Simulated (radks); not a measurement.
**Ar²⁺ in [Ne] 3s1.75 3p4.25: an all-electron calculation**

The task here is to estimate one member of a computed series from the others.

Program: radks (a radial shooting solver on a logarithmic mesh, Libxc functionals) version 1. Level of theory: Dirac Kohn-Sham, PBE, spin-unpolarised, spherical densities, point nucleus; open shells fill j = l - 1/2 first. These are calculated values, not measurements, unless marked.

### Starting point

```
element       : argon (Z = 18)
charge        : +2
electrons     : 16
configuration : [Ne] 3s1.75 3p4.25
```

Set-up of the first run:

The run's settings:

```text
Z 18
configuration [Ne] 3s1.75 3p4.25 4s0 3d0
relativity Dirac
functional pbe,pbe
spin unpolarised
j_filling energy
nucleus point
c 137.035999084
```

The run is started by

```console
python run_ks.py task.json out
```

This one command runs every case of the session in turn.

Steps of the session up to this table: Self-consistent calculation.

One of the session's tables, all rows but one given; the rest of the session is left out.

It belongs to the step «Radial structure». Sizes of the orbitals, from the radial functions (bohr):

| level | <r> | outermost maximum (interpolated) | 90 % within | nodes |
| --- | --- | --- | --- | --- |
| 1s1/2 | 0.08572 | 0.0561 | 0.153 | 0 |
| 2s1/2 | 0.4136 | 0.338 | 0.646 | 1 |
| 2p1/2 | ? | ? | ? | ? |
| 2p3/2 | 0.3769 | 0.281 | 0.624 | 0 |
| 3s1/2 | 1.328 | 1.15 | 1.98 | 2 |
| 3p1/2 | 1.461 | 1.23 | 2.24 | 1 |
| 3p3/2 | 1.468 | 1.23 | 2.25 | 1 |
| 3d3/2 | 1.997 | 1.48 | 3.29 | 0 |
| 3d5/2 | 1.998 | 1.48 | 3.30 | 0 |
| 4s1/2 | 3.513 | 3.20 | 5.07 | 3 |

Q: Estimate the row for 2p1/2 from the others.

**Answer.** <r>: 0.3745; outermost maximum (interpolated): 0.279; 90 % within: 0.621; nodes: 0. In the column «<r>» it lies between 1s1/2 (0.08572) and 2p3/2 (0.3769).
